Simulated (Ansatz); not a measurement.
# SrMg3: equation of state with PBE

Crystal: SrMg3.

```
CELL_PARAMETERS angstrom
3.48191 0.00000 0.00000
0.00000 5.44484 0.00000
0.00000 0.00000 6.30342
ATOMIC_POSITIONS crystal
Sr 0.50000 0.00000 0.16174
Mg 0.50000 0.50000 0.80855
Mg 0.00000 0.50000 0.37338
Mg 0.00000 0.00000 0.65633
```

The cell comes from a database or a generator and needn't be the stable form of this composition.

| Item | Value |
| --- | --- |
| Program | Ansatz 0.2.0 |
| Task | equation of state |
| Functional | PBE |
| Potentials or basis | Ansatz PAW |
| Cutoff | 420 eV |
| Density cutoff | 1680 eV |
| k mesh | 8 × 5 × 4 |
| Occupations | fermi-dirac, width 0.05 eV |
| Spin | no spin polarisation |

| Quantity | Value |
| --- | --- |
| Equilibrium volume | 29.99 Å³/atom |
| Bulk modulus at fixed shape and positions | 24 GPa |
| Pressure derivative of the bulk modulus | 3.9 |

Energy against volume, from the lowest point:
| volume (Å³/atom) | energy (meV/atom) |
| --- | --- |
| 28.083 | 9.91 |
| 28.681 | 4.51 |
| 29.278 | 1.27 |
| 29.876 | 0.00 |
| 30.473 | 0.51 |
| 31.071 | 2.64 |
| 31.668 | 6.24 |

All runs of the series together: 40 s on 2 threads of Arm Neoverse V1, with other jobs on the host.

Caveat: the cell was scaled at fixed shape and fractional positions, which overstates the stiffness of a crystal with free parameters, most of all of layers and chains.
